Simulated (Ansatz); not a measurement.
# Al: the cost of one run

Program: Ansatz 0.2.0. Level of theory: DFT PBE, scalar-relativistic, plane waves, PAW. These are calculated values, not measurements.

### Step 1. The structure to begin with

It takes space group Fm-3m (No. 225, cubic). The conventional cell has a = 4.040 Å, b = 4.040 Å, c = 4.040 Å, α = 90.00°, β = 90.00°, γ = 90.00°. Around Al (site symmetry m-3m) lie 12 Al at 2.86 Å.

Coordinates:

```cif
data_structure
_symmetry_space_group_name_H-M 'Fm-3m'
_symmetry_Int_Tables_number 225
_cell_length_a 4.0400
_cell_length_b 4.0400
_cell_length_c 4.0400
_cell_angle_alpha 90.000
_cell_angle_beta 90.000
_cell_angle_gamma 90.000
_cell_volume 65.94
loop_
_atom_site_label
_atom_site_type_symbol
_atom_site_symmetry_multiplicity
_atom_site_Wyckoff_symbol
_atom_site_fract_x
_atom_site_fract_y
_atom_site_fract_z
_atom_site_occupancy
Al1 Al 4 a 0.00000 0.00000 0.00000 1
```

### Step 2. Relaxing cell and atoms: Al, no spin

File input.yaml:

```yaml
crystal:
  lattice:
    - [0.0, 2.02, 2.02]
    - [2.02, 0.0, 2.02]
    - [2.02, 2.02, 0.0]
  atoms:
    - { symbol: Al, position: [0.0, 0.0, 0.0] }
scf:
  occupations: { method: gaussian, width: 0.3 }
output:
  forces: true
  stress: true
  eigenvalues: true
  write_density: true
  write_potential: true
  elf: true
  volumetric_format: npy
hamiltonian:
  xc: pbe
relax:
  f_tol: 0.003
  max_steps: 60
  cell: { stress_tol: 0.02 }
kpoints:
  mp_grid: { grid: [32, 32, 32] }
```

The run is started by

```console
ansatz run input.yaml --threads 8 --pin off --max-ram 24576MiB --backend cpu --events-out ev --progress --plain --runs-dir out
```

What time and memory should one allow on 8 threads of Intel Xeon Platinum 8488C (Sapphire Rapids), shared host?

About 2.2 s, with a peak of 0.51 GiB.
